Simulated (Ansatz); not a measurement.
**CH₉GaSi₂: a ladder of functionals and wavefunction methods**

The task here is to estimate one member of a computed series from the others.

The runs use Ansatz 0.2.0, Gaussian basis; functionals in def2-TZVPP, the program's frozen cores in correlated methods.

Plan: LDA (SPW92), PBE-D4, revPBE-D4, BLYP-D4, r2SCAN-D4, B97M-V, PBE0-D4, B3LYP-D4, r2SCANh-D4, r2SCAN0-D4, HSE06-D4, BHLYP-D4, CAM-B3LYP-D4, LC-ωPBE, ωB97X-V, ωB97M-V, B2PLYP, PBE-QIDH; CCSD(T)/def2-SVP; CCSD(T)/def2-TZVPP; MP2/def2-QZVPP; extrapolation to the limit; RPA on PBE.

### Structure used throughout

The geometry comes from an earlier relaxation with PBE0-D4 in a triple-zeta def2 set; it is a stationary point, not always the lowest conformer.

SMILES `[SiH3]C[SiH2][GaH2]`, 13 atoms, charge 0, spin multiplicity 1.

Atoms are counted from 1 here; the program's logs count them from 0.

Bond lengths: Si1–C2 1.858 Å, Si1–H5 1.486 Å, Si1–H6 1.484 Å, Si1–H7 1.522 Å, C2–Si3 1.900 Å, C2–H8 1.093 Å, C2–H9 1.095 Å, Si3–Ga4 2.421 Å, Si3–H10 1.491 Å, Si3–H11 1.491 Å, Ga4–H12 1.576 Å, Ga4–H13 1.571 Å. Angles: C2–Si1–H5 116.3°, C2–Si1–H6 112.1°, C2–Si1–H7 107.1°, H5–Si1–H6 109.8°, H5–Si1–H7 105.2°, H6–Si1–H7 105.5°, Si1–C2–Si3 105.3°, Si1–C2–H8 112.5°, Si1–C2–H9 108.6°, Si3–C2–H8 113.6°, Si3–C2–H9 108.4°, H8–C2–H9 108.2°, C2–Si3–Ga4 100.4°, C2–Si3–H10 110.6°, C2–Si3–H11 108.3°, Ga4–Si3–H10 115.6°, Ga4–Si3–H11 114.2°, H10–Si3–H11 107.3° and more.

The first run:

in.yaml

```yaml
crystal:
  periodic: [false, false, false]
  atoms:
    - {symbol: Si, position_ang: [-1.549678, 0.122475, 0.301753]}
    - {symbol: C, position_ang: [-0.277525, 1.323183, -0.324680]}
    - {symbol: Si, position_ang: [1.400935, 0.570443, 0.150988]}
    - {symbol: Ga, position_ang: [0.955834, -1.776609, -0.243610]}
    - {symbol: H, position_ang: [-2.928579, 0.290065, -0.226957]}
    - {symbol: H, position_ang: [-1.582762, 0.065724, 1.784390]}
    - {symbol: H, position_ang: [-1.115839, -1.265295, -0.149166]}
    - {symbol: H, position_ang: [-0.429448, 2.333703, 0.061898]}
    - {symbol: H, position_ang: [-0.342193, 1.362250, -1.417096]}
    - {symbol: H, position_ang: [2.495268, 1.166306, -0.668125]}
    - {symbol: H, position_ang: [1.679326, 0.909476, 1.575711]}
    - {symbol: H, position_ang: [0.787993, -2.243218, -1.739727]}
    - {symbol: H, position_ang: [0.906648, -2.858513, 0.894610]}
basis:
  gaussian: {orbitals: def2-TZVPP}
hamiltonian: {xc: lda}
output: {orbitals: {seedname: orbitals}}
```

Run with:

```sh
$ ansatz run in.yaml --threads 4 --pin off --events-out ev --progress --plain --max-ram 10444MiB
```

Among the steps run: LDA; PBE-D4 (GGA); revPBE-D4 (GGA); BLYP-D4 (GGA); r2SCAN-D4 (meta-GGA); B97M-V (meta-GGA); PBE0-D4 (hybrid); B3LYP-D4 (hybrid); r2SCANh-D4 (hybrid); r2SCAN0-D4 (hybrid); HSE06-D4 (hybrid); BHLYP-D4 (hybrid); CAM-B3LYP-D4 (range-separated); LC-ωPBE (range-separated); ωB97X-V (range-separated); ωB97M-V (range-separated); B2PLYP (double hybrid); PBE-QIDH (double hybrid).

One table of the session follows, with a row left open; its other results are not shown here.

It belongs to the step «Frontier levels by functional». 

```
  functional  HOMO (eV)  LUMO (eV)  gap (eV)
 LDA (SPW92)      -6.24      -2.49      3.74
      PBE-D4      -6.14      -2.23      3.91
   revPBE-D4      -6.10      -2.12      3.98
     BLYP-D4      -6.00      -2.09      3.92
   r2SCAN-D4      -6.38      -1.99      4.39
      B97M-V      -6.49      -2.12      4.37
     PBE0-D4          ?          ?         ?
    B3LYP-D4      -7.00      -1.62      5.38
  r2SCANh-D4      -6.77      -1.71      5.06
  r2SCAN0-D4      -7.35      -1.29      6.05
    HSE06-D4      -6.80      -1.80      5.00
    BHLYP-D4      -8.14      -0.56      7.58
CAM-B3LYP-D4      -8.44      -0.44      7.99
     LC-ωPBE      -9.73       0.63     10.36
     ωB97X-V      -9.41       0.53      9.95
     ωB97M-V      -9.22       0.30      9.52
```

**Question.** Estimate the row for PBE0-D4.

The run gave: HOMO (eV): -7.19; LUMO (eV): -1.43; gap (eV): 5.76. In the column «HOMO (eV)» it lies between r2SCAN0-D4 (-7.35) and B3LYP-D4 (-7.00).
